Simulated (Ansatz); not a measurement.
Predict the output of the script below (the Python package of Ansatz (0.2.0)).

The script, `freq_h5opsesi.py`:
```python
import ansatz as az
import numpy as np

GEOMETRY = """
O    -1.07980   -1.09410    1.36610
P    -1.18440   -0.80310   -0.36350
Si    0.22890    0.87290   -0.33050
Se    2.42010    0.07090    0.12320
H    -0.44340   -1.76200    1.46540
H    -2.33900    0.09050   -0.30740
H     0.29280    1.55190   -1.61710
H    -0.08810    1.84280    0.72590
H     2.28140   -0.81620   -1.07900
"""

h5opsesi = az.Crystal.molecule()
for line in GEOMETRY.strip().splitlines():
    symbol, *xyz = line.split()
    h5opsesi = h5opsesi.atom(symbol, [float(v) for v in xyz])

calc = (
    h5opsesi.calculation()
    .basis(gaussian="def2-SVP")
    .functional("cam_b3lyp")
)
symbols = [site.symbol for site in h5opsesi.cartesian_sites]
start = np.array([site.position_ang for site in h5opsesi.cartesian_sites], dtype=float)
rep = calc.relax(force_tolerance=0.003).run().report
end = np.array(rep["positions_ang"])

print("final positions (A) and the move of each atom")
for symbol, xyz, old in zip(symbols, end, start):
    print(f"{symbol:2s} {xyz[0]:10.5f} {xyz[1]:10.5f} {xyz[2]:10.5f}   {np.linalg.norm(xyz - old):7.4f}")

minimum = az.Crystal.molecule()
for symbol, place in zip(symbols, end):
    minimum = minimum.atom(symbol, place.tolist())
vibrating = (
    minimum.calculation()
    .basis(gaussian="def2-SVP")
    .functional("cam_b3lyp")
    .phonons(temperatures=(200, 600, 100))
)
vib = vibrating.run().report["vibrations"]
sums = vib["harmonic_sums"]
modes = [m["omega_inv_cm"] for m in sums["modes_at_gamma"] if m["rigid_motion"] == "no"]
for number, w in enumerate(modes, start=1):
    print(f"mode {number:2d} {w:9.1f} 1/cm {w / 8065.544 * 1000:8.2f} meV")
print("imaginary modes:", sum(w < 0 for w in modes), " zero-point energy:", round(sums["zero_point_energy_ev"], 4), "eV")
print("T (K)   F_vib (eV)   S_vib (meV/K)   C_vib (meV/K)")
for row in zip(sums["temperatures_k"], sums["vibrational_free_energy_ev"], vib["entropy_ev_per_k"], vib["heat_capacity_ev_per_k"]):
    print(f"{row[0]:6.1f} {row[1]:11.4f} {1000 * row[2]:13.4f} {1000 * row[3]:15.4f}")
```

Running `python freq_h5opsesi.py` prints:
```text
final positions (A) and the move of each atom
O    -1.09707   -1.06602    1.40838    0.0536
P    -1.13380   -0.83752   -0.25464    0.1249
Si    0.31792    0.90389   -0.34211    0.0950
Se    2.45171    0.16497    0.02736    0.1380
H    -0.90136   -1.99112    1.59874    0.5292
H    -2.29116   -0.00333   -0.34045    0.1104
H     0.19247    1.56169   -1.67383    0.1157
H     0.07746    1.88907    0.74337    0.1728
H     2.47233   -0.66803   -1.18372    0.2634
mode  1      54.9 1/cm     6.80 meV
mode  2     114.1 1/cm    14.15 meV
mode  3     149.9 1/cm    18.59 meV
mode  4     199.0 1/cm    24.68 meV
mode  5     228.3 1/cm    28.30 meV
mode  6     379.2 1/cm    47.02 meV
mode  7     448.4 1/cm    55.59 meV
mode  8     490.5 1/cm    60.81 meV
mode  9     603.9 1/cm    74.88 meV
mode 10     698.1 1/cm    86.55 meV
mode 11     759.2 1/cm    94.13 meV
mode 12     806.1 1/cm    99.95 meV
mode 13     836.3 1/cm   103.69 meV
mode 14     926.8 1/cm   114.90 meV
mode 15     931.9 1/cm   115.54 meV
mode 16    1094.2 1/cm   135.66 meV
mode 17    2233.2 1/cm   276.88 meV
mode 18    2267.0 1/cm   281.07 meV
mode 19    2377.4 1/cm   294.76 meV
mode 20    2458.4 1/cm   304.80 meV
mode 21    3874.9 1/cm   480.43 meV
imaginary modes: 0  zero-point energy: 1.3596 eV
T (K)   F_vib (eV)   S_vib (meV/K)   C_vib (meV/K)
 200.0      1.3118        0.5369          0.5822
 300.0      1.2439        0.8183          0.8119
 400.0      1.1489        1.0765          0.9820
 500.0      1.0294        1.3096          1.1059
 600.0      0.8877        1.5200          1.2014
```

The frequencies are harmonic and unscaled, in a modest basis. Hardware and time: 5.2 min on 1 thread of Arm Neoverse V2, with other jobs on the host, peak memory 0.38 GiB.
